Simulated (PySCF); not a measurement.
# The bond of NaBi, level by level

One table from this session's results is given with a row withheld; the runs are named, their logs left out.

Method: Na aug-cc-pVDZ, Bi aug-cc-pVDZ-PP with ECP60, scalar-relativistic core potentials; program: PySCF 2.14.0.

Set-up of the first run:

Settings of the job:

| Item | Value |
| --- | --- |
| atoms | Na, Bi |
| charge | 0 |
| basis | Na aug-cc-pVDZ, Bi aug-cc-pVDZ-PP with ECP60 |
| Hamiltonian | scalar-relativistic core potentials |
| basis functions | 59 |
| electrons treated | 34 |
| masses in u | 22.9898, 208.9804 |
| levels | PBE0, PBE, r²SCAN, B2PLYP, M06-2X, TPSSh, HF, MP2, SCS-MP2, CCSD, CCSD(T) |
| grid | 80 radial by 434 angular points |
| occupations | held fixed by the projection of orbital angular momentum |
| dissociation limit | Na + Bi, each in its ground configuration |
| starting distance in angstrom | 3.035 |
| values of 2S to try | 0, 2, 4 |

The run is started by

```bash
$ OMP_NUM_THREADS=1 python dia.py task.json out
```

Among the steps run: The job; PBE0 along the bond; Excited determinants; PBE (GGA); r²SCAN (meta-GGA); B2PLYP (double hybrid); M06-2X; TPSSh (hybrid meta-GGA); ROHF; MP2 and coupled cluster.

One table of the session follows, with a row left open; its other results are not shown here.

Energy (eV) from each level's lowest point:

```
R (Å)   ROHF  ROHF-MP2  ROHF-SCS-MP2  ROHF-CCSD  ROHF-CCSD(T)
2.580  0.428     0.408         0.414        n/a           n/a
2.700  0.201     0.196         0.201      0.216         0.221
2.820  0.070     0.072         0.075      0.086         0.090
2.910  0.019     0.021         0.023      0.030         0.033
3.000  0.000     0.000         0.000      0.004         0.005
3.090  0.005     0.003         0.001      0.000         0.000
3.210      ?         ?             ?          ?             ?
3.360  0.122     0.110         0.102      0.083         0.078
3.540  0.251     0.232         0.220      0.183         0.173
3.780  0.452     0.423         0.405        n/a           n/a
```

**Question.** Estimate the row for R (Å) = 3.210.

Worked estimate for «ROHF». A straight line through the neighbours (3.090, 0.005) and (3.360, 0.122) gives 0.005 + (0.122 − 0.005) × (3.210 − 3.090) / (3.360 − 3.090) = 0.057; a parabola fitted to 4 rows on both sides gives 0.045.

As computed: ROHF: 0.042; ROHF-MP2: 0.035; ROHF-SCS-MP2: 0.031; ROHF-CCSD: 0.023; ROHF-CCSD(T): 0.021. In «ROHF» the line misses by +0.015 and the parabola by +0.003.
